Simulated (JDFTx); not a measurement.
## ScSi2 under changes of volume

One of the cells (14.965 Å³/atom); the others are scaled copies at fixed shape and fractional positions:

```
Sc Si
1.0
     3.66000    0.00000    0.00000
    -1.83000    3.16965    0.00000
     0.00000    0.00000    3.87000
Sc Si
1 2
Direct
  0.00000 0.00000 0.00000
  0.66667 0.33333 0.50000
  0.33333 0.66667 0.50000
```

- Program: JDFTx 1.7.0 (patched build)
- Functional: PBE
- Potentials or basis: PseudoDojo-SR-PBE-0.5-standard
- Cutoff: 1061 eV
- Density cutoff: 4245 eV
- k mesh: 8 × 8 × 7
- Occupations: fermi-dirac, width 0.05 eV
- Spin: no spin polarisation

```csv
volume (Å³/atom),energy over the lowest point (meV/atom),pressure (GPa)
14.067,285.40,38.4
14.367,?,?
14.666,159.93,29.0
14.965,109.58,24.9
15.265,66.54,21.2
15.564,30.21,17.8
15.863,0.00,14.6
```

Problem. What does the run at 14.367 Å³/atom give?

Solution. Energy over the lowest point 218.29 meV/atom; pressure 33.5 GPa.

Worked out: A Birch-Murnaghan fit of order 3 (a polynomial in V^(-2/3)) to the other rows has no minimum within the range. It gives 218.16 meV/atom at 14.367 Å³/atom, against the run's 218.29, and -dE/dV = 33.5 GPa, against 33.5.

Energies are extrapolated to zero smearing.
